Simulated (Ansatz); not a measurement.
# BCl2FH4OSi: the cost of one run

Program: Ansatz 0.2.0. Level of theory: RKS PBE-D4/def2-SVP. These are calculated values, not measurements.

1 further run of the same task is left out (it didn't finish).

**1. Starting point**

Bond lengths: B1–F2 1.683 Å, B1–Cl3 1.717 Å, B1–Cl4 1.714 Å, B1–O6 1.746 Å, O6–Si7 1.636 Å, Si7–H8 1.458 Å, Si7–H9 1.460 Å, Si7–H10 1.460 Å. Angles: F2–B1–Cl3 109.8°, F2–B1–Cl4 110.5°, F2–B1–O6 80.2°, Cl3–B1–Cl4 124.4°, Cl3–B1–O6 112.0°, Cl4–B1–O6 111.3°, B1–O6–Si7 139.2°, O6–Si7–H8 106.9°, O6–Si7–H9 109.3°, O6–Si7–H10 100.3°, H8–Si7–H9 112.1°, H8–Si7–H10 114.2°, H9–Si7–H10 113.1°.

As a file:

```xyz
10

B    -0.8890    0.0940   -1.2562
F    -0.0593    1.4735   -1.7467
Cl   -0.3509   -1.2623   -2.1615
Cl   -2.5349    0.4615   -0.9504
H     0.4128    1.2929   -0.6535
O     0.0951    0.3667    0.1595
Si    0.7123   -0.4738    1.4202
H    -0.4106   -0.8466    2.2718
H     1.4303   -1.6407    0.9168
H     1.5942    0.5349    1.9998
```

**2. A restrained relaxation towards end A**

Springs on the bonds that form and break draw the guess towards this end; the thresholds are loose.

input.yaml

```yaml
crystal:
  periodic: [false, false, false]
  atoms:
    - { symbol: B, position_ang: [-0.889, 0.094, -1.2562] }
    - { symbol: F, position_ang: [-0.0593, 1.4735, -1.7467] }
    - { symbol: Cl, position_ang: [-0.3509, -1.2623, -2.1615] }
    - { symbol: Cl, position_ang: [-2.5349, 0.4615, -0.9504] }
    - { symbol: H, position_ang: [0.4128, 1.2929, -0.6535] }
    - { symbol: O, position_ang: [0.0951, 0.3667, 0.1595] }
    - { symbol: Si, position_ang: [0.7123, -0.4738, 1.4202] }
    - { symbol: H, position_ang: [-0.4106, -0.8466, 2.2718] }
    - { symbol: H, position_ang: [1.4303, -1.6407, 0.9168] }
    - { symbol: H, position_ang: [1.5942, 0.5349, 1.9998] }
basis:
  gaussian: { orbitals: def2-SVP }
hamiltonian:
  xc: pbe
  dispersion: d4
relax:
  f_tol: 0.15
  max_steps: 25
  restrain:
    - { distance: [0, 5], at: 2.8, k: 30.0 }
    - { distance: [4, 1], at: 2.18, k: 30.0 }
    - { distance: [0, 1], at: 1.41, k: 30.0 }
    - { distance: [4, 5], at: 0.97, k: 30.0 }
output:
  orbitals: {}
```

The run is started by

```
$ ansatz run input.yaml --threads 2 --pin off --max-ram 3072MiB --backend cpu --events-out ev --progress --plain --runs-dir out
```

**Question.** How long does this run take on 2 threads of Arm Neoverse N1, shared host, and how much memory does it need?

About 46 s, with a peak of 0.18 GiB.
